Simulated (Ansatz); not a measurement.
# CH7PSeSi: inversion of the pyramid at P4, part 2 of 2

Aim: the minimum-energy path and barrier of the inversion of the pyramid at P4. The ends are relaxed first, then joined by a nudged elastic band. SMILES of the start: C[Se][SiH2]P.

Ansatz 0.2.0; RKS PBE-D4/def2-mTZVP. Earlier steps stand in the parts before.

## Step 5: Images and barrier

The 7 inner images lie between the fixed ends 0 and 8. Energy is taken from image 0, and the path length is the program's own coordinate along the band.

| image | path (Å) | energy (eV) | sum of angles at P4 (°) | band force (eV/Å) |
| --- | --- | --- | --- | --- |
| 0 | 0.000 | 0.0000 | 281.8 | - |
| 1 | 0.460 | 0.0099 | 283.8 | 0.030 |
| 2 | 0.920 | 0.0624 | 294.1 | 0.045 |
| 3 | 1.380 | 0.3979 | 331.8 | 0.031 |
| 4* | 1.840 | 0.9257 | 360.0 | 0.014 |
| 5 | 2.303 | 0.3786 | 332.3 | 0.035 |
| 6 | 2.766 | 0.0385 | 293.6 | 0.022 |
| 7 | 3.229 | -0.0099 | 284.8 | 0.022 |
| 8 | 3.691 | -0.0213 | 282.7 | - |

The star marks the climbing image.

image, energy (eV) and a bar:
```
        0      0.000 #
        1      0.010 #
        2      0.062 ###
        3      0.398 #############
        4      0.926 ##############################
        5      0.379 #############
        6      0.039 ##
        7     -0.010 
        8     -0.021
```

How the highest energy settled:

| iteration | highest image above image 0 (eV) | largest band force (eV/Å) |
| --- | --- | --- |
| 1 | 1.1363 | 1.458 |
| 2 | 0.9581 | 0.766 |
| 3 | 0.9225 | 0.333 |
| 4 | 0.9297 | 0.126 |
| 5 | 0.9281 | 0.071 |
| 6 | 0.9267 | 0.063 |
| 7 | 0.9262 | 0.038 |
| 8 | 0.9259 | 0.078 |
| 9 | 0.9257 | 0.045 |

The band as a trajectory file:

```xyz
11
image=0 dE=0.0000
C     0.320    2.077    0.330
Se   -0.223    0.733    1.684
Si   -0.818   -0.902    0.193
P     0.991   -1.558   -1.033
H     1.111    1.678   -0.313
H    -0.546    2.380   -0.267
H     0.703    2.940    0.886
H    -1.435   -1.987    1.019
H    -1.831   -0.384   -0.786
H     0.289   -2.626   -1.693
H     1.505   -2.409    0.001
11
image=1 dE=0.0099
C     0.355    2.045    0.244
Se   -0.324    0.846    1.671
Si   -0.854   -0.901    0.288
P     0.992   -1.478   -0.922
H     1.112    1.528   -0.355
H    -0.469    2.387   -0.391
H     0.813    2.902    0.749
H    -1.389   -1.968    1.192
H    -1.914   -0.524   -0.705
H     0.294   -2.420   -1.752
H     1.449   -2.475    0.001
11
image=2 dE=0.0624
C     0.398    1.992    0.165
Se   -0.401    0.942    1.646
Si   -0.921   -0.904    0.389
P     0.958   -1.411   -0.813
H     1.097    1.364   -0.398
H    -0.385    2.382   -0.493
H     0.948    2.820    0.624
H    -1.457   -1.895    1.378
H    -1.986   -0.620   -0.629
H     0.346   -2.231   -1.816
H     1.468   -2.496   -0.032
11
image=3 dE=0.3979
C     0.443    1.960    0.112
Se   -0.384    0.993    1.632
Si   -1.012   -0.900    0.489
P     0.789   -1.529   -0.710
H     1.099    1.271   -0.432
H    -0.332    2.361   -0.551
H     1.035    2.778    0.535
H    -1.626   -1.759    1.548
H    -2.007   -0.615   -0.596
H     0.417   -2.148   -1.935
H     1.642   -2.469   -0.071
11
image=4 dE=0.9257
C     0.479    1.951    0.077
Se   -0.353    1.052    1.631
Si   -1.033   -0.838    0.527
P     0.542   -1.859   -0.604
H     1.113    1.233   -0.457
H    -0.292    2.354   -0.588
H     1.093    2.767    0.475
H    -1.650   -1.670    1.605
H    -2.013   -0.590   -0.579
H     0.454   -2.055   -1.995
H     1.726   -2.401   -0.070
11
image=5 dE=0.3786
C     0.518    1.948    0.034
Se   -0.311    1.085    1.609
Si   -1.014   -0.807    0.534
P     0.351   -2.237   -0.540
H     1.139    1.218   -0.495
H    -0.254    2.351   -0.630
H     1.147    2.761    0.412
H    -1.646   -1.608    1.630
H    -2.032   -0.557   -0.542
H     0.473   -1.928   -1.923
H     1.693   -2.282   -0.069
11
image=6 dE=0.0385
C     0.570    1.914   -0.045
Se   -0.168    1.007    1.551
Si   -1.024   -0.865    0.534
P     0.262   -2.438   -0.517
H     1.205    1.222   -0.608
H    -0.236    2.301   -0.678
H     1.181    2.745    0.323
H    -1.681   -1.566    1.679
H    -2.064   -0.515   -0.490
H     0.470   -1.737   -1.751
H     1.552   -2.124    0.024
11
image=7 dE=-0.0099
C     0.590    1.845   -0.146
Se   -0.010    0.964    1.523
Si   -1.044   -0.853    0.574
P     0.199   -2.405   -0.542
H     1.227    1.173   -0.731
H    -0.270    2.173   -0.739
H     1.177    2.719    0.161
H    -1.687   -1.537    1.738
H    -2.105   -0.428   -0.398
H     0.577   -1.524   -1.610
H     1.411   -2.184    0.192
11
image=8 dE=-0.0213
C     0.420    1.843    0.089
Se   -0.178    0.748    1.629
Si   -1.007   -1.010    0.404
P     0.447   -2.159   -0.920
H     1.214    1.326   -0.461
H    -0.422    2.070   -0.574
H     0.816    2.775    0.506
H    -1.565   -1.959    1.417
H    -2.109   -0.554   -0.506
H     0.929   -0.990   -1.602
H     1.517   -2.146    0.038
```

## Step 6: Vibrations at the top

The geometry is the highest inner image of the first converged band.

Input file input.yaml:

```yaml
crystal:
  periodic: [false, false, false]
  atoms:
    - { symbol: C, position_ang: [0.478855, 1.951305, 0.076837] }
    - { symbol: Se, position_ang: [-0.353006, 1.052215, 1.630689] }
    - { symbol: Si, position_ang: [-1.032703, -0.838005, 0.527069] }
    - { symbol: P, position_ang: [0.541919, -1.859178, -0.603714] }
    - { symbol: H, position_ang: [1.112834, 1.232738, -0.457142] }
    - { symbol: H, position_ang: [-0.291996, 2.354293, -0.588488] }
    - { symbol: H, position_ang: [1.092624, 2.766724, 0.474777] }
    - { symbol: H, position_ang: [-1.650027, -1.669962, 1.604828] }
    - { symbol: H, position_ang: [-2.013201, -0.590495, -0.579125] }
    - { symbol: H, position_ang: [0.45419, -2.055224, -1.994564] }
    - { symbol: H, position_ang: [1.72591, -2.401409, -0.070468] }
basis:
  gaussian: { orbitals: def2-mTZVP }
hamiltonian:
  xc: pbe
  dispersion: d4
phonons: {}
```

Launch:

```
ansatz run input.yaml --threads 2 --pin off --max-ram 3072MiB --backend cpu --events-out ev --progress --plain --runs-dir out
```

Standard output, cut to the lines that bear on the results:

```text
Warning: RAYON_NUM_THREADS=2 ignored (pool sized by the plan → 2); use --threads N
[...]
Functional definition: PBE
[...]
1297 factors; their error is unknown
[...]
mean field -83647.20931859 eV, -3073.9782443433 hartree, gradient 3.7e-5 eV, S^2 0.000000; 0 other end points of the search recorded, 0 dependent functions left out
[...]
reference -83647.20936497 eV, -3073.9782460476 hartree; 38, 38 occupied and 82, 82 virtual orbitals, 1297 factors
[...]
1297 factors; their error is unknown
mean field -83647.20920474 eV, -3073.9782401593 hartree, gradient 2.3e-6 eV, S^2 0.000000; 0 other end points of the search recorded, 0 dependent functions left out
[...]
reference -83647.20925111 eV, -3073.9782418634 hartree; 38, 38 occupied and 82, 82 virtual orbitals, 1297 factors
[...]
1297 factors; their error is unknown
[...]
mean field -83647.20914309 eV, -3073.9782378938 hartree, gradient 2.3e-6 eV, S^2 0.000000; 0 other end points of the search recorded, 0 dependent functions left out
[...]
WARN: phonons: modes at or below zero, which the zero-point energy, F, S and C_V leave out: 1, the lowest at -657.37 cm⁻¹. A minimum has none, and a first-order saddle one
[...]
Atom 2 at    -1.032703    -0.838005     0.527069 Å, force    -0.013767    -0.007045    -0.000923 eV/Å
Atom 3 at     0.541919    -1.859178    -0.603714 Å, force    -0.005019     0.001929     0.004747 eV/Å
Atom 4 at     1.112834     1.232738    -0.457142 Å, force    -0.006662    -0.002533    -0.001974 eV/Å
Atom 5 at    -0.291996     2.354293    -0.588488 Å, force     0.002378    -0.000713     0.000075 eV/Å
Atom 6 at     1.092624     2.766724     0.474777 Å, force    -0.002457     0.005284     0.002255 eV/Å
Atom 7 at    -1.650027    -1.669962     1.604828 Å, force     0.000904     0.000503    -0.002896 eV/Å
Atom 8 at    -2.013201    -0.590495    -0.579125 Å, force     0.002555     0.001006     0.004010 eV/Å
Atom 9 at     0.454190    -2.055224    -1.994564 Å, force     0.003664    -0.003223    -0.009555 eV/Å
Atom 10 at     1.725910    -2.401409    -0.070468 Å, force     0.005997     0.000273     0.002183 eV/Å
Dipole moment:     0.129951     0.064001    -0.264861 e Å
Vibrations: -657.37 80.14 109.75 124.03 161.55 256.48 354.41 411.58 494.70 537.15 574.61 705.52 779.70 866.63 905.78 917.53 1006.73 1286.48 1438.46 1450.60 2144.41 2164.73 2461.57 2506.56 2988.81 3081.89 3095.38 cm⁻¹, zero-point energy 1.915877 eV
```

Run time: 1.9 min. Hardware: 2 threads of Arm Neoverse V1, shared host; peak memory 0.17 GiB.

Of 27 modes, 1 is imaginary by more than 30 cm⁻¹ (657i cm⁻¹).

## Step 7: Another band, settings changed

crystal.atoms is end A as relaxed above, and neb.final_atoms is end B, turned to lie on A. With 3 inner images the band has 5 in all.

Input file input.yaml:

```yaml
crystal:
  periodic: [false, false, false]
  atoms:
    - { symbol: C, position_ang: [0.319763, 2.076989, 0.330491] }
    - { symbol: Se, position_ang: [-0.222668, 0.733393, 1.683876] }
    - { symbol: Si, position_ang: [-0.817662, -0.901791, 0.192585] }
    - { symbol: P, position_ang: [0.990629, -1.557664, -1.032924] }
    - { symbol: H, position_ang: [1.110623, 1.678224, -0.313256] }
    - { symbol: H, position_ang: [-0.546191, 2.380487, -0.267337] }
    - { symbol: H, position_ang: [0.702923, 2.940223, 0.88611] }
    - { symbol: H, position_ang: [-1.435091, -1.987388, 1.018687] }
    - { symbol: H, position_ang: [-1.83091, -0.384424, -0.785755] }
    - { symbol: H, position_ang: [0.28904, -2.625837, -1.692902] }
    - { symbol: H, position_ang: [1.504943, -2.409211, 0.001123] }
basis:
  gaussian: { orbitals: def2-mTZVP }
hamiltonian:
  xc: pbe
  dispersion: d4
neb:
  order_check: false
  images: 3
  f_tol: 0.05
  max_iterations: 60
  initial_path: idpp
  climbing: true
  final_atoms:
    - { symbol: C, position_ang: [0.40681641, 1.83766735, 0.1944447] }
    - { symbol: Se, position_ang: [-0.25364689, 0.66956988, 1.65238103] }
    - { symbol: Si, position_ang: [-1.01837166, -1.03066913, 0.31082095] }
    - { symbol: P, position_ang: [0.49857834, -2.11206191, -0.99914055] }
    - { symbol: H, position_ang: [1.22667537, 1.34975638, -0.34350136] }
    - { symbol: H, position_ang: [-0.40583987, 2.0937127, -0.49421577] }
    - { symbol: H, position_ang: [0.77913906, 2.75043504, 0.67205606] }
    - { symbol: H, position_ang: [-1.61611533, -2.02830132, 1.25224901] }
    - { symbol: H, position_ang: [-2.08122269, -0.53556308, -0.62496364] }
    - { symbol: H, position_ang: [1.00442047, -0.91105798, -1.60369314] }
    - { symbol: H, position_ang: [1.52496579, -2.14048693, 0.00426073] }
```

Launch:

```
ansatz run input.yaml --threads 2 --pin off --max-ram 3072MiB --backend cpu --events-out ev --progress --plain --runs-dir out
```

Standard output, cut to the lines that bear on the results:

```text
Warning: RAYON_NUM_THREADS=2 ignored (pool sized by the plan → 2); use --threads N
[...]
Functional definition: PBE
[...]
1297 factors; their error is unknown
[...]
mean field -83648.13242150 eV, -3074.0121677495 hartree, gradient 1.1e-5 eV, S^2 0.000000; 0 other end points of the search recorded, 0 dependent functions left out
[...]
reference -83648.13246765 eV, -3074.0121694457 hartree; 38, 38 occupied and 82, 82 virtual orbitals, 1297 factors
1297 factors; their error is unknown
[...]
mean field -83648.15319484 eV, -3074.0129311556 hartree, gradient 1.2e-5 eV, S^2 0.000000; 0 other end points of the search recorded, 0 dependent functions left out
[...]
reference -83648.15323970 eV, -3074.0129328041 hartree; 38, 38 occupied and 82, 82 virtual orbitals, 1297 factors
NEB end point (image 0): max|allowed force component| = 1.008e-2 eV/Å (the criterion of neb.relax_end_points is 1.000e-2)
[...]
Atom 2 at    -1.022234    -0.840104     0.522531 Å, force    -0.010370     0.002656     0.001586 eV/Å
Atom 3 at     0.549387    -1.864653    -0.609343 Å, force    -0.007790     0.004296     0.007964 eV/Å
Atom 4 at     1.108866     1.249179    -0.456063 Å, force    -0.005411    -0.004038     0.000886 eV/Å
Atom 5 at    -0.318264     2.343651    -0.572059 Å, force    -0.000310     0.000130    -0.001309 eV/Å
Atom 6 at     1.067926     2.781354     0.478048 Å, force    -0.002750     0.000925     0.005326 eV/Å
Atom 7 at    -1.651417    -1.680522     1.586310 Å, force     0.000981     0.000307     0.002277 eV/Å
Atom 8 at    -1.993358    -0.566584    -0.585497 Å, force    -0.000029    -0.003089     0.001754 eV/Å
Atom 9 at     0.474512    -2.040049    -2.003414 Å, force     0.002446    -0.005331    -0.015443 eV/Å
Atom 10 at     1.719278    -2.430679    -0.070225 Å, force     0.011041    -0.000226     0.000459 eV/Å
Dipole moment:     0.124752     0.065676    -0.264966 e Å
this run last wrote the band of iteration 8 to <dir>; this run last wrote the band within `neb.f_tol` of iteration 6 to <dir>
```

Run time: 70 s. Hardware: 2 threads of Arm Neoverse V1, shared host; peak memory 0.18 GiB.

## Step 8: What the band shows

The 3 inner images lie between the fixed ends 0 and 4. Energy is taken from image 0, and the path length is the program's own coordinate along the band.

| image | path (Å) | energy (eV) | sum of angles at P4 (°) | band force (eV/Å) |
| --- | --- | --- | --- | --- |
| 0 | 0.000 | 0.0000 | 281.8 | - |
| 1 | 0.850 | 0.0578 | 294.9 | 0.028 |
| 2* | 1.701 | 0.9260 | 360.0 | 0.015 |
| 3 | 2.535 | 0.0428 | 297.3 | 0.050 |
| 4 | 3.372 | -0.0213 | 282.7 | - |

The star marks the climbing image.

image, energy (eV) and a bar:
```
        0      0.000 #
        1      0.058 ###
        2      0.926 ##############################
        3      0.043 ##
        4     -0.021
```

## Step 9: What came out

The summary covers parts 1 to 2.

| quantity | value |
| --- | --- |
| end A | 6 moves, 0.324 eV lower |
| end B | 11 moves, 0.423 eV lower |
| first band: barrier forwards | 0.93 eV |
| first band: barrier backwards | 0.95 eV |
| first band: second end relative to first | -0.021 eV |
| first band: highest image | 4 of 0 to 8, climbing |
| first band: band iterations | 9 |
| imaginary modes at the top | 657i cm⁻¹ |
| second band | top 0.926 eV above image 0, 8 iterations, 3 inner images |
| time, first and second band | 2.9 min and 70 s |

What this shows: In the first band: the barrier from the first end is 0.93 eV, 36 times kT at 300 K; with a typical attempt rate of 10^13 per second that is roughly 10^-3 events a second. Going back costs 0.95 eV, since the second end is 0.021 eV below the first. One imaginary mode, as a first-order saddle point has. The second band's top agrees with the first's to 1 meV, so the changed settings hardly move the height. Zero-point energy and entropy are left out.
